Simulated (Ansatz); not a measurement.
Predict the output of the script below (Ansatz's Python interface).

Contents of `fh7si3.yaml`:
```yaml
crystal:
  periodic: [false, false, false]
  atoms:
    - { symbol: F, position_ang: [-1.9081, 1.2934, 0.048] }
    - { symbol: Si, position_ang: [-0.4393, 0.9027, -0.2466] }
    - { symbol: Si, position_ang: [0.6047, 0.3321, 1.6903] }
    - { symbol: Si, position_ang: [-0.2659, -0.9799, -1.5452] }
    - { symbol: H, position_ang: [0.2592, 2.0367, -0.9353] }
    - { symbol: H, position_ang: [0.6724, 1.4887, 2.6566] }
    - { symbol: H, position_ang: [2.0706, -0.0645, 1.427] }
    - { symbol: H, position_ang: [0.0025, -0.7989, 2.3653] }
    - { symbol: H, position_ang: [-1.0087, -2.119, -0.829] }
    - { symbol: H, position_ang: [1.0779, -1.3741, -1.7685] }
    - { symbol: H, position_ang: [-1.0001, -0.7741, -2.842] }
basis:
  gaussian: { orbitals: def2-SVP }
hamiltonian:
  xc: hf
```

The script, `deck.py`:
```python
import ansatz as az

session = az.Session.from_deck("fh7si3.yaml")
summary = session.plan(threads=1).execute().report

print(f"E = {summary['free_energy_ev']:.6f} eV = {summary['free_energy_ev'] / 27.211386246:.7f} Ha")
print("converged:", summary["converged"], " doubts:", summary["published_state_doubts"] or "none")
symbols = ["F", "Si", "Si", "Si", "H", "H", "H", "H", "H", "H", "H"]
state = summary["mean_field"]["state"]
print(f"mean field: {state['energy']['hartree']:.7f} Ha, <S^2> = {abs(state['spin_squared']):.4f}, stability: {state.get('stability', {}).get('kind')}")
```

```console
$ python deck.py
E = -26394.503129 eV = -969.9800992 Ha
converged: True  doubts: none
mean field: -969.9800992 Ha, <S^2> = 0.0000, stability: minimum
```

Total energies depend on the basis set; only differences at equal settings carry meaning. The geometry is a force-field or estimated start, not a minimum of this method, and the basis set is short of its limit. The whole script took 1.3 s on 1 thread of Arm Neoverse V1 (shared host), peak memory 0.23 GiB.
